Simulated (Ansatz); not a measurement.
# Nb2AlC (P6_3/mmc): equation of state with a fit, by script

Where is the equilibrium volume of Nb2AlC (P6_3/mmc), and how stiff is it? Aim: an equation of state with a fit, for Nb2AlC (P6_3/mmc), run from a script.

Computed with Ansatz 0.2.0, driven from Python. Level of theory: DFT LDA, plane waves, PAW.

## Step 1: The system

It takes space group P6_3/mmc (No. 194, hexagonal). Conventional cell: a = 3.123 Å, b = 3.123 Å, c = 13.938 Å, α = 90.00°, β = 90.00°, γ = 120.00°. Around Al (site symmetry -6m2) lie 6 Nb at 2.87 Å and 6 Al at 3.12 Å. Around Nb (site symmetry 3m) lie 3 C at 2.19 Å. Around C (site symmetry -3m) lie 6 Nb at 2.19 Å.

The script holds or builds the structure itself.

## Step 2: The script

Input file eos_nb2alc.py:

```python
# -*- coding: utf-8 -*-
"""Equation of state of Nb2AlC."""

import warnings

import ansatz
import numpy as np
from scipy.optimize import curve_fit

vectors0 = np.array([
    [3.12257, 0.0, 0.0],
    [-1.561285, 2.704225, 0.0],
    [0.0, 0.0, 13.938066],
])
sites = [
    ("Al", (1 / 3, 2 / 3, 0.75)),
    ("Al", (2 / 3, 1 / 3, 0.25)),
    ("Nb", (1 / 3, 2 / 3, 0.089749)),
    ("Nb", (2 / 3, 1 / 3, 0.589749)),
    ("Nb", (2 / 3, 1 / 3, 0.910251)),
    ("Nb", (1 / 3, 2 / 3, 0.410251)),
    ("C", (0.0, 0.0, 0.0)),
    ("C", (0.0, 0.0, 0.5)),
]


def make_crystal(cell):
    crystal = ansatz.Crystal(lattice=ansatz.Lattice.of(cell))
    for symbol, position in sites:
        crystal = crystal.atom(symbol, position)
    return crystal

def vinet(v, e0, v0, b0, b1):
    eta = (v / v0) ** (1 / 3)
    return e0 + 2 * b0 * v0 / (b1 - 1) ** 2 * (2 - (5 + 3 * b1 * (eta - 1) - 3 * eta) * np.exp(-1.5 * (b1 - 1) * (eta - 1)))


def main():
    warnings.simplefilter("ignore", ansatz.DeckWarning)

    # uniform scaling of the cell
    volumes, energies = [], []
    for scale in np.linspace(0.94, 1.06, 7):
        cell = vectors0 * scale ** (1 / 3)
        base = (
            make_crystal(cell).calculation()
            .functional("LDA")
            .occupations("fermi_dirac", width=0.1)
            .basis(500)
            .kpoints(10, 10, 2)
        )
        rep = base.run(threads=1, pin="off").report
        volumes.append(abs(np.linalg.det(cell)) / len(sites))
        energies.append(rep["free_energy_ev"] / len(sites))
        print(f"V = {volumes[-1]:8.4f} A^3/atom  F = {energies[-1]:.5f} eV/atom")

    guess = (min(energies), volumes[int(np.argmin(energies))], 0.5, 4.5)
    (e0, v0, b0, b1), _ = curve_fit(vinet, np.array(volumes), np.array(energies), p0=guess, maxfev=20000)
    print(f"Vinet fit: V0 = {v0:.4f} A^3/atom, B0 = {160.21766 * b0:.1f} GPa, B1 = {b1:.2f}")
    print("largest residual", round(1000 * float(np.abs(vinet(np.array(volumes), e0, v0, b0, b1) - energies).max()), 3), "meV/atom")


if __name__ == "__main__":
    main()
```

## Step 3: The calls as engine input

The engine receives this input (first run):

```yaml
crystal:
  lattice:
    - [3.058826195491951, 0.0, 0.0]
    - [-1.5294130977459754, 2.6490212448413395, 0.0]
    - [0.0, 0.0, 13.653535835960671]
  atoms:
    - { symbol: Al, position: [0.3333333333333333, 0.6666666666666666, 0.75] }
    - { symbol: Al, position: [0.6666666666666666, 0.3333333333333333, 0.25] }
    - { symbol: Nb, position: [0.3333333333333333, 0.6666666666666666, 0.089749] }
    - { symbol: Nb, position: [0.6666666666666666, 0.3333333333333333, 0.589749] }
    - { symbol: Nb, position: [0.6666666666666666, 0.3333333333333333, 0.910251] }
    - { symbol: Nb, position: [0.3333333333333333, 0.6666666666666666, 0.410251] }
    - { symbol: C, position: [0.0, 0.0, 0.0] }
    - { symbol: C, position: [0.0, 0.0, 0.5] }
basis:
  ecutwfc: 500.0
kpoints:
  mp_grid:
    grid: [10, 10, 2]
hamiltonian:
  xc: lda
scf:
  occupations:
    method: fermi_dirac
    width: 0.1
```

## Step 4: The run

Command:

```
python eos_nb2alc.py
```

**Question.** Where does the minimum lie against the volume typed, and how stiff is the crystal?

**Answer**, as computed:

```
                      quantity            value
                 runs compared                7
               range of energy  100.18 meV/atom
lowest point, volume (Å³/atom)           14.123
      equilibrium volume (fit)    14.04 Å³/atom
            bulk modulus (fit)          225 GPa
```

What this shows: A third-order Birch-Murnaghan fit through the 7 points has its minimum at 14.04 Å³ an atom, 4.5 % below the typed cell, with a bulk modulus of 225 GPa and dB/dP = 4.2. From that minimum the energy rises by 2.4 meV an atom on the compressed side and 100.5 meV on the expanded side. The window is off centre, so dB/dP is rough. Reading the output:
- Shape and fractional positions are held along the curve, so the bulk modulus is an upper value where they are free to relax, by a factor of two or more in layered or hydrogen-bonded cells.
- For a metal this k-point mesh is coarse: on a finer one energies can move by several to tens of meV an atom and pressures by half a GPa or more, differences at one mesh by less.
- This cell is a computed structure, which may not be the phase found in nature.
